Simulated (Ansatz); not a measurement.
# SiH4NO2 radical: two torsions

A grid of calculations on H₄NO₂Si, SMILES N[Si](O)O, spin multiplicity 2, to see where the energy is lowest and how it rises around there.

Computed with Ansatz 0.2.0. Level: UKS PBE-D4/def2-TZVP.

## 1. Starting geometry

SMILES `N[Si](O)O`, 8 atoms, charge 0, spin multiplicity 2.

Atoms are counted from 1 here; the program's logs count them from 0.

Bond lengths: N1–Si2 1.733 Å, N1–H5 1.022 Å, N1–H6 1.022 Å, Si2–O3 1.693 Å, Si2–O4 1.693 Å, O3–H7 0.973 Å, O4–H8 0.974 Å. Angles: Si2–N1–H5 119.3°, Si2–N1–H6 119.3°, H5–N1–H6 111.8°, N1–Si2–O3 103.3°, N1–Si2–O4 103.0°, O3–Si2–O4 115.8°, Si2–O3–H7 112.3°, Si2–O4–H8 112.3°.

Geometry (Å):

```xyz
8
charge 0, multiplicity 2
N    -0.5037    1.2788    0.1723
Si    0.0976   -0.2488   -0.3829
O     1.6775   -0.2889    0.2248
O    -0.9830   -1.3566    0.3035
H     0.0711    2.1158    0.0545
H    -1.5003    1.4874    0.0798
H     2.2629   -0.8567   -0.3068
H    -1.0299   -2.1881   -0.2008
```

This geometry comes from a loose relaxation at PBE in a small basis, which is not shown.

## 3. The grid

First coordinate, dihedral N1–Si2–O4–H8: 10 values from −180 to 144 °, periodic. Second coordinate, dihedral H5–N1–Si2–O3: 10 values from −180 to 144 °, periodic.

Nothing else is relaxed (all other coordinates rigid). Energies count from the relaxed molecule at the same level. Points are written as (first, second).

(The set-up runs are not shown.)

## 4. The run at (108°, 36°)

input.yaml reads:

```yaml
crystal:
  periodic: [false, false, false]
  atoms:
    - { symbol: "N", position_ang: [-0.499288, 1.272572, 0.163858] }
    - { symbol: Si, position_ang: [0.096767, -0.245698, -0.378893] }
    - { symbol: O, position_ang: [1.734255, -0.160317, -0.049314] }
    - { symbol: O, position_ang: [-0.784043, -1.350868, 0.515549] }
    - { symbol: H, position_ang: [0.070533, 2.105465, 0.050204] }
    - { symbol: H, position_ang: [-1.491949, 1.475804, 0.095705] }
    - { symbol: H, position_ang: [2.281507, -0.73464, -0.607568] }
    - { symbol: H, position_ang: [-1.450405, -1.8347, 0.00286] }
magnetization:
  spin_polarized: true
  initial_magnetization: 1
basis:
  gaussian: { orbitals: def2-TZVP }
hamiltonian:
  xc: pbe
  dispersion: d4
output:
  forces: true
```

Launch:

```
$ ansatz run input.yaml --threads 1 --pin off --max-ram 2560MiB --backend cpu --events-out ev --progress --plain --runs-dir out
```

Further runs follow: all other points of the grid.

Before running it: what results should come out? Wanted: lowest point; highest computed point; largest force on an atom.

The runs gave:

```
                       quantity                                                                 value
                   lowest point                                                 (144°, 36°), 114 cm⁻¹
         highest computed point                              (−72°, 144°), 3585 cm⁻¹ above the lowest
largest force on an atom (eV/Å)  0.10 at (144°, 36°) to 1.10 at (72°, 144°); 0.10 at the lowest point
        time for the whole task                                      9.2 min on 1 thread, shared host
```

What this shows: The lowest computed point is at (144°, 36°), 114 cm⁻¹ from the relaxed molecule at the same level. There are further wells near (−36°, 36°) (289 cm⁻¹ above the lowest at that grid point); (144°, −144°) (426 cm⁻¹ above the lowest at that grid point). The highest computed point, (−72°, 144°), lies 3585 cm⁻¹ above the lowest. On the interpolated surface the easiest way out of the lowest well to the well at (−36°, 36°) passes a barrier of about 530 cm⁻¹. Round the minimum the two coordinates are nearly uncoupled.
